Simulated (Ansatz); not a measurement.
# C3H8BN: one species, many methods

One table from this session's results is given with a row withheld; the runs are named, their logs left out.

Program: Ansatz 0.2.0, Gaussian basis. Level of theory: functionals in def2-TZVPP, the program's frozen cores in correlated methods. These are calculated values, not measurements.

Plan: LDA (SPW92), PBE-D4, revPBE-D4, BLYP-D4, r2SCAN-D4, B97M-V, PBE0-D4, B3LYP-D4, r2SCANh-D4, r2SCAN0-D4, HSE06-D4, BHLYP-D4, CAM-B3LYP-D4, LC-ωPBE, ωB97X-V, ωB97M-V, B2PLYP, PBE-QIDH; CCSD(T)/def2-SVP; CCSD(T)/def2-TZVPP; MP2/def2-QZVPP; extrapolation to the limit; RPA on PBE.

### The relaxed structure

The geometry comes from an earlier relaxation with PBE0-D4 in a triple-zeta def2 set; it is a stationary point, not always the lowest conformer.

SMILES `BNCC=C`, 13 atoms, charge 0, spin multiplicity 1.

Atoms are counted from 1 here; the program's logs count them from 0.

Bond lengths: B1–N2 1.384 Å, B1–H6 1.197 Å, B1–H7 1.198 Å, N2–C3 1.450 Å, N2–H8 1.009 Å, C3–C4 1.495 Å, C3–H9 1.094 Å, C3–H10 1.096 Å, C4–C5 1.325 Å, C4–H11 1.088 Å, C5–H12 1.086 Å, C5–H13 1.084 Å. Angles: N2–B1–H6 118.8°, N2–B1–H7 118.8°, H6–B1–H7 122.3°, B1–N2–C3 127.0°, B1–N2–H8 119.7°, C3–N2–H8 113.2°, N2–C3–C4 112.1°, N2–C3–H9 107.0°, N2–C3–H10 110.6°, C4–C3–H9 110.2°, C4–C3–H10 109.5°, H9–C3–H10 107.4°, C3–C4–C5 124.2°, C3–C4–H11 115.7°, C5–C4–H11 120.1°, C4–C5–H12 121.3°, C4–C5–H13 121.8°, H12–C5–H13 117.0°.

Geometry (Å):

```xyz
13

B    -0.59991    1.52697    1.74953
N    -0.71508    0.46396    0.87092
C    -0.16535    0.37467   -0.46758
C     0.81421   -0.74731   -0.59902
C     0.69226   -1.74634   -1.46064
H    -1.10187    1.43804    2.83231
H    -0.00215    2.50463    1.39860
H    -1.20145   -0.37256    1.15796
H     0.32505    1.32963   -0.67705
H    -0.96585    0.24874   -1.20557
H     1.66241   -0.71418    0.08162
H    -0.15096   -1.80239   -2.14281
H     1.42900   -2.53857   -1.52348
```

The first run:

The input, in.yaml:

```yaml
crystal:
  periodic: [false, false, false]
  atoms:
    - {symbol: B, position_ang: [-0.599912, 1.526968, 1.749531]}
    - {symbol: N, position_ang: [-0.715082, 0.463957, 0.870923]}
    - {symbol: C, position_ang: [-0.165351, 0.374673, -0.467584]}
    - {symbol: C, position_ang: [0.814209, -0.747309, -0.599022]}
    - {symbol: C, position_ang: [0.692261, -1.746337, -1.460637]}
    - {symbol: H, position_ang: [-1.101875, 1.438040, 2.832315]}
    - {symbol: H, position_ang: [-0.002149, 2.504634, 1.398599]}
    - {symbol: H, position_ang: [-1.201453, -0.372564, 1.157957]}
    - {symbol: H, position_ang: [0.325050, 1.329635, -0.677049]}
    - {symbol: H, position_ang: [-0.965848, 0.248744, -1.205569]}
    - {symbol: H, position_ang: [1.662407, -0.714180, 0.081623]}
    - {symbol: H, position_ang: [-0.150958, -1.802393, -2.142809]}
    - {symbol: H, position_ang: [1.429002, -2.538568, -1.523479]}
basis:
  gaussian: {orbitals: def2-TZVPP}
hamiltonian: {xc: lda}
output: {orbitals: {seedname: orbitals}}
```

Command:

```sh
> ansatz run in.yaml --threads 4 --pin off --events-out ev --progress --plain --max-ram 10444MiB
```

Among the steps run: LDA; PBE-D4 (GGA); revPBE-D4 (GGA); BLYP-D4 (GGA); r2SCAN-D4 (meta-GGA); B97M-V (meta-GGA); B3LYP-D4 (hybrid); r2SCANh-D4 (hybrid); r2SCAN0-D4 (hybrid); HSE06-D4 (hybrid); BHLYP-D4 (hybrid); CAM-B3LYP-D4 (range-separated); LC-ωPBE (range-separated); ωB97X-V (range-separated); ωB97M-V (range-separated); B2PLYP (double hybrid); PBE-QIDH (double hybrid).

One table of the session follows, with a row left open; its other results are not shown here.

It belongs to the step «Frontier levels by functional». 

| functional | HOMO (eV) | gap (eV) |
| --- | --- | --- |
| LDA (SPW92) | -6.75 | 5.26 |
| PBE-D4 | -6.56 | 5.33 |
| revPBE-D4 | -6.49 | 5.36 |
| BLYP-D4 | -6.41 | 5.31 |
| r2SCAN-D4 | -6.75 | 5.81 |
| B97M-V | -6.80 | 5.86 |
| PBE0-D4 | -7.72 | 7.51 |
| B3LYP-D4 | -7.49 | 7.05 |
| r2SCANh-D4 | -7.19 | 6.62 |
| r2SCAN0-D4 | ? | ? |
| HSE06-D4 | -7.32 | 6.73 |
| BHLYP-D4 | -8.70 | 9.54 |
| CAM-B3LYP-D4 | -9.06 | 9.95 |
| LC-ωPBE | -10.47 | 12.54 |
| ωB97X-V | -10.07 | 12.03 |
| ωB97M-V | -9.99 | 11.72 |

Q: Estimate the row for r2SCAN0-D4 from the others.

Worked estimate for «HOMO (eV)». Against the share of exact exchange, r2SCAN-D4 (0, -6.75), r2SCANh-D4 (0.1, -7.19) give a slope of -4.40 per unit share; at 0.25 the line stands at -7.85.

As computed: HOMO (eV): -7.85; gap (eV): 7.82. In «HOMO (eV)» the line misses by 0.00.
